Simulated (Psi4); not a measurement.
# BSiH3ClO (SMILES [SiH3]O[B]Cl): UMP2/cc-pVDZ

Aim: the energy change on altering one bond length of BSiH3ClO at UMP2/cc-pVDZ, from 2 runs. 

The results are computed with Psi4 1.11.

### Step 1. The molecule

BSiH3ClO: 7 atoms, total charge 0, spin state doublet. As SMILES, `[SiH3]O[B]Cl`. Geometry: relaxed at PBE0-D4/def2-TZVP. This is one conformer, not always the lowest.

Bond lengths: Si1–O2 1.667 Å, O2–B3 1.324 Å, B3–Cl4 1.747 Å, Si1–H5 1.480 Å, Si1–H6 1.482 Å, Si1–H7 1.480 Å. Angles: Si1–O2–B3 133.9°, O2–B3–Cl4 123.5°, O2–Si1–H5 107.1°, O2–Si1–H6 109.9°, O2–Si1–H7 107.2°, H5–Si1–H6 110.9°, H5–Si1–H7 110.6°, H6–Si1–H7 110.9°.

### Step 2. The energy at UMP2/cc-pVDZ

The input, bclh3osi.in:

```
memory 2200 mb

molecule {
  0 2
  Si
  O 1 r2
  B 2 r3 1 a3
  Cl 3 r4 2 a4 1 d4
  H 1 r5 2 a5 3 d5
  H 1 r6 5 a6 2 d6
  H 1 r7 5 a7 6 d7

  r2 = 1.667081
  r3 = 1.324393
  a3 = 133.86115
  r4 = 1.747065
  a4 = 123.47715
  d4 = -179.8049
  r5 = 1.479746
  a5 = 107.12332
  d5 = -121.62942
  r6 = 1.481626
  a6 = 110.93089
  d6 = -119.91879
  r7 = 1.479782
  a7 = 110.62371
  d7 = -123.52434
  symmetry c1
}

set {
  basis cc-pVDZ
  reference uhf
  puream true
  e_convergence 1e-09
  d_convergence 1e-08
  scf_type pk
  num_frozen_docc 12
  mp2_type conv
  maxiter 100
}

E, wfn = energy('mp2', return_wfn=True)
```

Launch:

```console
psi4 -n 1 bclh3osi.in bclh3osi.out
```

bclh3osi.out, shortened:

```text
[...]
  Running in c1 symmetry.
[...]
  Nuclear repulsion =  174.532044236239756
[...]
  Multiplicity = 2
[...]
  Nalpha       = 24
  Nbeta        = 23
[...]
    Number of basis functions: 79
[...]
   @UHF iter   1:  -849.71243407792622   -7.20464e-01   5.10333e-03 DIIS/ADIIS
[...]
   @UHF iter  14:  -849.80098786235169   -3.06954e-12   4.83363e-09 DIIS
[...]
   @S^2 Observed:                7.543569345E-01
[...]
    Orbital Energies [Eh]
    ---------------------
    Alpha Occupied:
       1A   -104.827577     2A    -68.836478     3A    -20.598035
       4A    -10.556477     5A     -8.025122     6A     -8.020767
       7A     -8.020598     8A     -7.712227     9A     -6.181323
      10A     -4.288764    11A     -4.287023    12A     -4.286914
      13A     -1.400559    14A     -1.114030    15A     -0.821190
      16A     -0.686296    17A     -0.632503    18A     -0.605931
      19A     -0.602567    20A     -0.497987    21A     -0.495261
      22A     -0.474643    23A     -0.464401    24A     -0.346341
    Alpha Virtual:
      25A      0.116480    26A      0.133685    27A      0.184597
[...]
  @UHF Final Energy:  -849.80098786235169
   => Energetics <=
    Nuclear Repulsion Energy =            174.5320442362397557
    One-Electron Energy =               -1521.6020721544578009
    Two-Electron Energy =                 497.2690400558664692
    Total Energy =                       -849.8009878623515760
  UHF NO Occupations:
  HONO-2 :   22  A 1.9993009
  HONO-1 :   23  A 1.9988536
[...]
 Multipole Moments:
 ------------------------------------------------------------------------------------
     Multipole            Electronic (a.u.)      Nuclear  (a.u.)        Total (a.u.)
 ------------------------------------------------------------------------------------
 L = 1.  Multiply by 2.5417464519 to convert [e a0] to [Debye]
 Dipole X            :         -0.0058736            0.0066740            0.0008004
 Dipole Y            :         -1.8572112            1.8827956            0.0255844
 Dipole Z            :          8.8759856           -9.8182696           -0.9422839
 Magnitude           :                                                    0.9426315
[...]
	SCS-MP2 Total Energy (a.u.)        :  -850.26929246021075
	SOS-MP2 Total Energy (a.u.)        :  -850.26578377686565
	SCSN-MP2 Total Energy (a.u.)       :  -850.00829235877052
[...]
	SOS-PI-MP2 Total Energy (a.u.)     :  -850.30153730875134
[...]
	MP2 Total Energy (a.u.)            :  -850.27630982690118
[...]
```

Run time: 14 s. Hardware: 1 thread of Intel Xeon 6975P-C (Granite Rapids), shared host; peak memory 0.36 GiB.

### Step 3. The distorted shape at the same level

The input, bclh3osi.xyz:

```xyz
7
BClH3OSi
Si    -0.677643     1.253824     0.561556
O     -0.059743    -0.169976    -0.046844
B      1.151557    -0.563676    -0.409844
Cl     1.605000    -2.636800    -1.219100
H     -1.305943     0.935224     1.862856
H      0.410957     2.245024     0.727956
H     -1.690943     1.738824    -0.401644
```

The input, run.py:

```python
import psi4

psi4.set_memory('2200 MB')
psi4.set_num_threads(1)
psi4.set_output_file('output.dat', False)

with open('bclh3osi.xyz') as f:
    atoms = ''.join(f.readlines()[2:])
geom = psi4.geometry('0 2\n' + atoms + 'symmetry c1\nno_reorient\nno_com')

options = {'reference': 'uhf', 'puream': True, 'e_convergence': 1e-09, 'd_convergence': 1e-08, 'scf_type': 'pk', 'num_frozen_docc': 12, 'mp2_type': 'conv', 'maxiter': 100}
psi4.set_options(options)

E, wfn = psi4.energy('mp2/cc-pVDZ', return_wfn=True)
print('E =', round(E, 9))
for k, v in sorted(psi4.core.scalar_variables().items()):
    print(f'{k:45s} {v:18.10f}')
```

Launch:

```console
python run.py
```

output.dat, shortened:

```text
[...]
  Running in c1 symmetry.
[...]
  Nuclear repulsion =  161.107110715027261
[...]
  Multiplicity = 2
[...]
  Nalpha       = 24
  Nbeta        = 23
[...]
    Number of basis functions: 79
[...]
   @UHF iter   1:  -849.64476036536985   -1.06904e+00   5.38032e-03 DIIS/ADIIS
[...]
   @UHF iter  17:  -849.75673712008597   -2.16005e-12   5.11616e-09 DIIS
[...]
   @S^2 Observed:                7.843377523E-01
[...]
  @UHF Final Energy:  -849.75673712008597
   => Energetics <=
    Nuclear Repulsion Energy =            161.1071107150272610
    One-Electron Energy =               -1494.7274870312244275
    Two-Electron Energy =                 483.8636391961111372
    Total Energy =                       -849.7567371200859725
  UHF NO Occupations:
  HONO-2 :   22  A 1.9994121
  HONO-1 :   23  A 1.9839663
[...]
 Multipole Moments:
 ------------------------------------------------------------------------------------
     Multipole            Electronic (a.u.)      Nuclear  (a.u.)        Total (a.u.)
 ------------------------------------------------------------------------------------
 L = 1.  Multiply by 2.5417464519 to convert [e a0] to [Debye]
 Dipole X            :        -39.4914605           38.7240977           -0.7673628
 Dipole Y            :         52.0331528          -50.1366640            1.8964888
 Dipole Z            :         25.5550061          -24.7511037            0.8039025
 Magnitude           :                                                    2.1981298
[...]
	SCS-MP2 Total Energy (a.u.)        :  -850.22401566308247
	SOS-MP2 Total Energy (a.u.)        :  -850.18574289828996
	SCSN-MP2 Total Energy (a.u.)       :  -849.95881731819054
[...]
	SOS-PI-MP2 Total Energy (a.u.)     :  -850.25724386132401
[...]
	MP2 Total Energy (a.u.)            :  -850.22906022963355
[...]
```

Standard output:

```text
E = -850.22906023
CURRENT CORRELATION ENERGY                         -0.4723231095
CURRENT ENERGY                                   -850.2290602296
CURRENT REFERENCE ENERGY                         -849.7567371201
DD SOLVATION ENERGY                                 0.0000000000
HF KINETIC ENERGY                                 849.4267823071
HF POTENTIAL ENERGY                             -1699.1835194272
HF TOTAL ENERGY                                  -849.7567371201
HF VIRIAL RATIO                                     2.0003884441
MP2 CORRELATION ENERGY                             -0.4723231095
MP2 DOUBLES ENERGY                                 -0.4723231095
MP2 OPPOSITE-SPIN CORRELATION ENERGY               -0.3575048152
MP2 SAME-SPIN CORRELATION ENERGY                   -0.1148182944
MP2 SINGLES ENERGY                                  0.0000000000
MP2 TOTAL ENERGY                                 -850.2290602296
NUCLEAR REPULSION ENERGY                          161.1071107150
ONE-ELECTRON ENERGY                             -1494.7274870312
PCM POLARIZATION ENERGY                             0.0000000000
PE ENERGY                                           0.0000000000
SCF ITERATION ENERGY                             -849.7567371201
SCF ITERATIONS                                     17.0000000000
SCF TOTAL ENERGY                                 -849.7567371201
SCS(N)-MP2 CORRELATION ENERGY                      -0.2020801981
SCS(N)-MP2 TOTAL ENERGY                          -849.9588173182
SCS-MP2 CORRELATION ENERGY                         -0.4672785430
SCS-MP2 TOTAL ENERGY                             -850.2240156631
SCS-MP2-VDW CORRELATION ENERGY                     -0.5150153106
SCS-MP2-VDW TOTAL ENERGY                         -850.2717524307
SOS-MP2 CORRELATION ENERGY                         -0.4290057782
SOS-MP2 TOTAL ENERGY                             -850.1857428983
SOS-PI-MP2 CORRELATION ENERGY                      -0.5005067412
SOS-PI-MP2 TOTAL ENERGY                          -850.2572438613
TWO-ELECTRON ENERGY                               483.8636391961
```

It took 14 s on 1 thread of Intel Xeon 6975P-C (Granite Rapids), shared host; peak memory 0.36 GiB.

### Step 4. Outcome

At UMP2/cc-pVDZ, 12 core orbitals frozen:

| quantity | value |
| --- | --- |
| first shape: total energy | -850.27631 Eh |
| first shape: HOMO energy (Hartree–Fock orbitals) (highest over α and β) | -9.42 eV |
| first shape: LUMO energy (Hartree–Fock orbitals) (lowest over α and β) | 2.56 eV |
| first shape: correlation energy (12 core orbitals frozen) | -475.3 mEh |
| first shape: ⟨S²⟩ of the reference determinant | 0.754 |
| distorted shape: total energy | -850.22906 Eh |
| distorted shape: HOMO energy (Hartree–Fock orbitals) (highest over α and β) | -10.59 eV |
| distorted shape: LUMO energy (Hartree–Fock orbitals) (lowest over α and β) | 0.87 eV |
| distorted shape: correlation energy (12 core orbitals frozen) | -472.3 mEh |
| distorted shape: ⟨S²⟩ of the reference determinant | 0.784 |
| energy change with the B3–Cl4 bond stretched from 1.747 to 2.271 Å | 1.286 eV |

What this shows: With the B3–Cl4 bond stretched from 1.747 to 2.271 Å the energy rises by 1.29 eV (124 kJ/mol). The first shape isn't relaxed at this level, so the change isn't measured from a minimum.
